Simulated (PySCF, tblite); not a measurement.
**C₅H₁₁BOS₂: geometry, infrared bands and NMR shifts**

What infrared bands and NMR shifts should C₅H₁₁BOS₂ (`CB1SCC(CO)CS1`) show?

Programs: tblite 0.8.0 and PySCF 2.14.0, with density-fitted response routines of our own. Each step states its level of theory. These are calculated values for one molecule in the gas phase, unless marked as measured. Atoms are numbered from 0 throughout.

## 1. The starting structure

20 atoms, charge 0, multiplicity 1; geometry from: force field or distance geometry start.

Bonds of the start (Å): C0–B1 1.59, B1–S2 1.87, S2–C3 1.81, C3–C4 1.55, C4–C5 1.54, C5–O6 1.40, C4–C7 1.54, C7–S8 1.83, S8–B1 1.88, C0–H9 1.10, C0–H10 1.11, C0–H11 1.12, C3–H12 1.09, C3–H13 1.12, C4–H14 1.12, C5–H15 1.12, C5–H16 1.11, O6–H17 0.99, C7–H18 1.11, C7–H19 1.12.

## 2. Optimising the geometry with GFN2-xTB

What the job is given:

```
{"job": {"kind": "relax", "xc": "GFN2-xTB", "basis": "xTB"}, "charge": 0, "multiplicity": 1}
C     -2.929700    -0.615700     0.984700
B     -2.123600     0.601300     0.356300
S     -1.766700     0.669000    -1.473100
C     -0.145600    -0.131300    -1.313200
C      0.841200     0.686900    -0.435500
C      2.278500     0.191100    -0.660700
O      2.412300    -1.140100    -0.253000
C      0.485700     0.651600     1.067400
S     -1.001000     1.637900     1.456900
H     -2.257400    -1.268200     1.567600
H     -3.415100    -1.206100     0.173600
H     -3.729600    -0.220500     1.661000
H      0.257900    -0.248600    -2.322000
H     -0.268200    -1.162700    -0.890500
H      0.806500     1.755500    -0.783500
H      2.985500     0.832100    -0.067400
H      2.553100     0.285600    -1.731500
H      3.356300    -1.398100    -0.415900
H      1.313300     1.080100     1.663200
H      0.341400    -0.399400     1.412700
```

Run with:

```
> OMP_NUM_THREADS=1 python probes_run.py task.json out
```

One launch serves the whole session: the jobs run in the order shown.

**Question.** This job is followed by: GFN2-xTB harmonic vibrations, gas phase; GIAO PBE0/pcSseg-1 NMR shielding, non-relativistic, gas phase. What will the session give for the following? strongest single infrared mode (GFN2-xTB); zero-point energy (GFN2-xTB); 13C shifts against TMS (PBE0/pcSseg-1, means over atoms taken as alike); 1H shifts against TMS (PBE0/pcSseg-1, means over atoms taken as alike); 11B shifts against BF3·OEt2 (PBE0/pcSseg-1); 33S shifts against CS2 (PBE0/pcSseg-1, means over atoms taken as alike); 17O shifts against H2O (PBE0/pcSseg-1).

The runs gave:

| quantity | value |
| --- | --- |
| strongest single infrared mode (GFN2-xTB) | 1008 cm⁻¹, 164 km/mol |
| zero-point energy (GFN2-xTB) | 99.0 kcal/mol |
| 13C shifts against TMS (PBE0/pcSseg-1, means over atoms taken as alike) | 74.3, 41.9, 35.9, 8.1 ppm |
| 1H shifts against TMS (PBE0/pcSseg-1, means over atoms taken as alike) | 4.11, 3.21, 2.52, 1.54, 0.80, 0.46 ppm |
| 11B shifts against BF3·OEt2 (PBE0/pcSseg-1) | 59.4 ppm |
| 33S shifts against CS2 (PBE0/pcSseg-1, means over atoms taken as alike) | 45 ppm |
| 17O shifts against H2O (PBE0/pcSseg-1) | 23.9 ppm |

What this shows: Relaxing lowered the energy by 1.144 eV in 98 steps; the close pair that moved most is B1–S8, from 1.883 to 1.789 Å. No mode is imaginary among the 54: a minimum at this level. The strongest single mode, at 1008 cm⁻¹, is spread over several atoms, B1, H10, H11, C0 among them. Unscaled tight-binding wavenumbers are off by several per cent, some by more. Its intensities can rank the bands wrongly. The most deshielded hydrogen is H15, H16 (mean) (hydrogen on an sp3 CH2 bonded to O), at 4.11 ppm: its carbon carries O, an electronegative neighbour. At PBE0/pcSseg-1: The widest tensor belongs to S2, S8: span 247 ppm, with a paramagnetic part of -599 ppm.
